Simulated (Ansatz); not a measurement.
**CCSD(T)/MIDI (density fitting with def2-universal-jkfit, cc-pVTZ-rifit for correlation, start density atoms) run of C3H11AlO (SMILES C[Al-](C)(C)[OH2+])**

What is the vertical ionisation energy of C3H11AlO at CCSD(T)/MIDI (density fitting with def2-universal-jkfit, cc-pVTZ-rifit for correlation, start density atoms)? 

The calculation is run with Ansatz 0.2.0.

8 further runs of the same task are left out: 1 for a known fault of the program, 2 that didn't finish, 5 set aside as unsound or not needed. Runs told in other sessions of the task aren't counted.

## 1. The system as given

The species is C3H11AlO (16 atoms), meant as a singlet with charge 0. As SMILES, `C[Al-](C)(C)[OH2+]`. The coordinates come from a PBE0-D4/def2-TZVP relaxation. This is one conformer, not always the lowest.

Bond lengths: C1–Al2 1.979 Å, Al2–C3 1.979 Å, Al2–C4 1.966 Å, Al2–O5 2.056 Å, C1–H6 1.097 Å, C1–H7 1.096 Å, C1–H8 1.097 Å, C3–H9 1.097 Å, C3–H10 1.097 Å, C3–H11 1.096 Å, C4–H12 1.095 Å, C4–H13 1.096 Å, C4–H14 1.095 Å, O5–H15 0.964 Å, O5–H16 0.964 Å. Some angles: C1–Al2–C3 117.8°, C1–Al2–C4 117.9°, C1–Al2–O5 96.3°, C3–Al2–C4 118.0°, C3–Al2–O5 96.3°, C4–Al2–O5 102.6°, Al2–C1–H6 113.5°, Al2–C1–H7 110.5°, Al2–C1–H8 113.0°, Al2–C3–H9 113.0°.

## 2. Energy and forces at CCSD(T)/MIDI (density fitting with def2-universal-jkfit, cc-pVTZ-rifit for correlation, start density atoms)

input.yaml

```yaml
crystal:
  periodic: [false, false, false]
  atoms:
    - symbol: C
      position_ang: [-0.637980, 0.723110, -1.712710]
    - symbol: Al
      position_ang: [0.085580, -0.140530, -0.085580]
    - symbol: C
      position_ang: [1.698930, 0.654370, 0.740480]
    - symbol: C
      position_ang: [-0.210750, -2.071140, 0.142530]
    - symbol: O
      position_ang: [-1.268240, 0.678630, 1.227590]
    - symbol: H
      position_ang: [-0.585750, 1.818080, -1.686750]
    - symbol: H
      position_ang: [-0.069050, 0.414640, -2.597260]
    - symbol: H
      position_ang: [-1.679210, 0.445600, -1.917720]
    - symbol: H
      position_ang: [1.843550, 0.343900, 1.782560]
    - symbol: H
      position_ang: [1.707300, 1.750610, 0.717030]
    - symbol: H
      position_ang: [2.601530, 0.334090, 0.207600]
    - symbol: H
      position_ang: [-0.016600, -2.405220, 1.167190]
    - symbol: H
      position_ang: [0.454110, -2.651670, -0.507280]
    - symbol: H
      position_ang: [-1.233710, -2.369370, -0.110180]
    - symbol: H
      position_ang: [-0.808840, 1.221910, 1.877580]
    - symbol: H
      position_ang: [-1.880870, 1.252980, 0.754900]
basis:
  gaussian:
    orbitals: MIDI.json
    fitting: {mean_field: def2-universal-jkfit, correlation: cc-pVTZ-rifit}
accuracy: high
output: {forces: true, orbitals: {seedname: orbitals}}
correlation:
  method: ccsd_t
  electrons: outside_noble_gas
```

The basis set MIDI is read from a file made from the Basis Set Exchange's data (not shown).

The run is started by

```sh
ansatz run input.yaml --threads 1 --pin off --max-ram 3480MiB --events-out events.jsonl --progress --plain --runs-dir runs
```

The log of the run:

```text
Warning: RAYON_NUM_THREADS=1 ignored (pool sized by the plan → 1); use --threads N
[... 11 lines left out ...]
9 core orbitals not correlated: weight in the atoms' cores, before any rotation towards them, 0.999 or more for the frozen orbitals, at most 0.000 for the correlated occupied ones
[... 24 lines left out ...]
Total energy: -11832.86700429 eV, -434.8498418023 hartree
[... 16 lines left out ...]
Dipole moment:    -0.462803     0.657809     0.459365 e Å
```

Run time: 39 s. Hardware: 1 thread of Arm Neoverse V2, shared host; peak memory 0.33 GiB.

## 3. The doublet cation, same level

Changes to input.yaml since step 2:

```diff
@@ -39,4 +39,6 @@
     fitting: {mean_field: def2-universal-jkfit, correlation: cc-pVTZ-rifit}
-accuracy: high
-output: {forces: true, orbitals: {seedname: orbitals}}
+total_charge: 1
+magnetization:
+  spin_polarized: false
+  initial_magnetization: 1
 correlation:
@@ -44 +46,3 @@
   electrons: outside_noble_gas
+accuracy: high
+output: {forces: true, orbitals: {seedname: orbitals}}
```

The basis set MIDI is read from a file made from the Basis Set Exchange's data (not shown).

The run is started by

```sh
ansatz run input.yaml --threads 1 --pin off --max-ram 3480MiB --events-out events.jsonl --progress --plain --runs-dir runs
```

The log of the run:

```text
Warning: RAYON_NUM_THREADS=1 ignored (pool sized by the plan → 1); use --threads N
[... 28 lines left out ...]
9 core orbitals not correlated: weight in the atoms' cores, before any rotation towards them, 0.999 or more for the frozen orbitals, at most 0.000 for the correlated occupied ones
[... 21 lines left out ...]
Total energy: -11824.17774216 eV, -434.5305173087 hartree
[... 16 lines left out ...]
Dipole moment:    -0.326183    -0.041891     0.308377 e Å
```

Run time: 5.2 min. Hardware: 1 thread of Arm Neoverse V2, shared host; peak memory 0.68 GiB.

## 4. Summary of results

At CCSD(T)/MIDI (density fitting with def2-universal-jkfit, cc-pVTZ-rifit for correlation, start density atoms), 9 core orbitals frozen:

```
                                                     quantity          value
                               singlet C3H11AlO: total energy  -434.84984 Eh
         singlet C3H11AlO: dipole moment (correlated density)         4.45 D
        singlet C3H11AlO: HOMO energy (Hartree–Fock orbitals)       -9.88 eV
        singlet C3H11AlO: LUMO energy (Hartree–Fock orbitals)        3.49 eV
      singlet C3H11AlO: HOMO–LUMO gap (Hartree–Fock orbitals)       13.37 eV
singlet C3H11AlO: correlation energy (9 core orbitals frozen)     -497.5 mEh
                             singlet C3H11AlO: (T) correction      -9.83 mEh
                              singlet C3H11AlO: T1 diagnostic          0.008
                   singlet C3H11AlO: largest force on an atom     1.842 eV/Å
                                 doublet cation: total energy  -434.53052 Eh
  doublet cation: correlation energy (9 core orbitals frozen)     -494.4 mEh
                               doublet cation: (T) correction     -10.68 mEh
            doublet cation: ⟨S²⟩ of the reference determinant          0.750
                                doublet cation: T1 diagnostic          0.029
                     doublet cation: largest force on an atom     4.735 eV/Å
           vertical ionisation energy (to the doublet cation)       8.689 eV
```

In words: Removing an electron at fixed nuclei costs 8.69 eV (838 kJ/mol). The largest force (singlet C3H11AlO) is 1.84 eV/Å: the shape isn't a stationary point for this species at this level. Mulliken charges (singlet C3H11AlO) run from -1.06 on C3 to +1.43 on Al2. The triples (singlet C3H11AlO) make up 2.0 % of the correlation energy. Mulliken charges (doublet cation) run from -1.04 on C3 to +1.37 on Al2; they depend strongly on the basis. The triples (doublet cation) make up 2.2 % of the correlation energy.
